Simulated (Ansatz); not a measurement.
What does this script print? It uses the Ansatz DFT code, driven from Python.

Input file `fh5sisn.xyz`:
```text
8

F    -2.26930   -0.30280   -0.66090
Si   -0.79300    0.40140   -0.93520
Sn    0.74720   -0.37240    0.85560
H    -0.20940   -0.02090   -2.24810
H    -0.87670    1.86450   -0.92340
H     0.17630    0.16090    2.42740
H     0.91200   -2.11890    0.83850
H     2.40520    0.33110    0.59030
```

Script `md_fh5sisn.py`:
```python
import logging
import sys
import warnings

import ansatz as az
import numpy as np

logging.basicConfig(stream=sys.stdout, format="[%(levelname)s] %(message)s")
log = logging.getLogger("run")
log.setLevel(logging.INFO)

SETTINGS = {
    "basis_set": "def2-SVP",
    "xc": "pbe",
    "n_steps": 40,
    "temperature_k": 300,
}

warnings.simplefilter("ignore", az.DeckWarning)

mol = az.Crystal.molecule_from_extxyz("fh5sisn.xyz")

job = (
    mol.calculation()
    .basis(gaussian=SETTINGS["basis_set"])
    .functional(SETTINGS["xc"])
    .md("nve", timestep=1.0, steps=SETTINGS["n_steps"], temperature=SETTINGS["temperature_k"], initial_velocities="maxwell_boltzmann", seed=19)
)
frames = []
job.session().plan().execute(on_event=lambda e: frames.append(e["data"]) if e["event"] == "md_step" else None)
log.info("t (fs)   E_pot (eV)      E_kin (eV)   T (K)   d(0-1) (A)")
for f in frames[::1]:
    xyz = np.array(f["positions_ang"])
    log.info(f"{f['time_fs']:6.2f} {f['lagrangian_ev']:14.5f} {f['e_kin_ev']:10.5f} {f['temperature_k']:8.1f} {np.linalg.norm(xyz[0] - xyz[1]):9.4f}")
kept = np.array([f["conserved_ev"] for f in frames])
log.info(f"conserved energy moves by at most {1000 * np.ptp(kept):.3f} meV")
```

```console
$ python md_fh5sisn.py
[INFO] t (fs)   E_pot (eV)      E_kin (eV)   T (K)   d(0-1) (A)
[INFO]   0.00   -16496.03856    0.23267    300.0    1.6585
[INFO]   1.00   -16496.04547    0.23924    308.5    1.6592
[INFO]   2.00   -16496.04798    0.24172    311.7    1.6597
[INFO]   3.00   -16496.04558    0.23955    308.9    1.6599
[INFO]   4.00   -16496.04168    0.23587    304.1    1.6599
[INFO]   5.00   -16496.03972    0.23391    301.6    1.6598
[INFO]   6.00   -16496.03980    0.23370    301.3    1.6596
[INFO]   7.00   -16496.03796    0.23146    298.4    1.6592
[INFO]   8.00   -16496.02878    0.22209    286.4    1.6586
[INFO]   9.00   -16496.01004    0.20358    262.5    1.6578
[INFO]  10.00   -16495.98596    0.18007    232.2    1.6569
[INFO]  11.00   -16495.96551    0.16011    206.4    1.6557
[INFO]  12.00   -16495.95650    0.15123    195.0    1.6543
[INFO]  13.00   -16495.96147    0.15604    201.2    1.6527
[INFO]  14.00   -16495.97784    0.17204    221.8    1.6509
[INFO]  15.00   -16495.99909    0.19275    248.5    1.6490
[INFO]  16.00   -16496.01619    0.20942    270.0    1.6470
[INFO]  17.00   -16496.02193    0.21519    277.5    1.6452
[INFO]  18.00   -16496.01595    0.20970    270.4    1.6434
[INFO]  19.00   -16496.00519    0.19961    257.4    1.6419
[INFO]  20.00   -16495.99970    0.19462    250.9    1.6407
[INFO]  21.00   -16496.00725    0.20229    260.8    1.6400
[INFO]  22.00   -16496.02968    0.22439    289.3    1.6396
[INFO]  23.00   -16496.06181    0.25581    329.8    1.6398
[INFO]  24.00   -16496.09256    0.28566    368.3    1.6404
[INFO]  25.00   -16496.10840    0.30081    387.9    1.6414
[INFO]  26.00   -16496.09918    0.29153    375.9    1.6429
[INFO]  27.00   -16496.06493    0.25813    332.8    1.6446
[INFO]  28.00   -16496.01926    0.21387    275.8    1.6464
[INFO]  29.00   -16495.98364    0.17923    231.1    1.6484
[INFO]  30.00   -16495.97265    0.16797    216.6    1.6503
[INFO]  31.00   -16495.98223    0.17628    227.3    1.6522
[INFO]  32.00   -16495.99339    0.18629    240.2    1.6539
[INFO]  33.00   -16495.98805    0.18069    233.0    1.6556
[INFO]  34.00   -16495.96123    0.15450    199.2    1.6573
[INFO]  35.00   -16495.92154    0.11580    149.3    1.6589
[INFO]  36.00   -16495.88373    0.07884    101.6    1.6605
[INFO]  37.00   -16495.86080    0.05633     72.6    1.6622
[INFO]  38.00   -16495.85940    0.05486     70.7    1.6638
[INFO]  39.00   -16495.87862    0.07362     94.9    1.6652
[INFO]  40.00   -16495.91122    0.10552    136.1    1.6665
[INFO] conserved energy moves by at most 3.239 meV
```

These settings explore the input space; basis and method may be short of convergence. The trajectory is only some femtoseconds long, so its temperature is not equilibrated; where the script doesn't relax first, it starts from a rough generated geometry. def2 sets replace the cores of elements past krypton by effective core potentials. The temperature counts the internal degrees of freedom alone. With hydrogen a step over 0.5 fs is long. Finished in 100 s on 1 thread of Intel(R) Xeon(R) Platinum 8259CL CPU @ 2.50GHz (Skylake/Cascade Lake) (shared host), peak memory 0.19 GiB.

(Lines on the test bed's own set-up are left out of the output.)
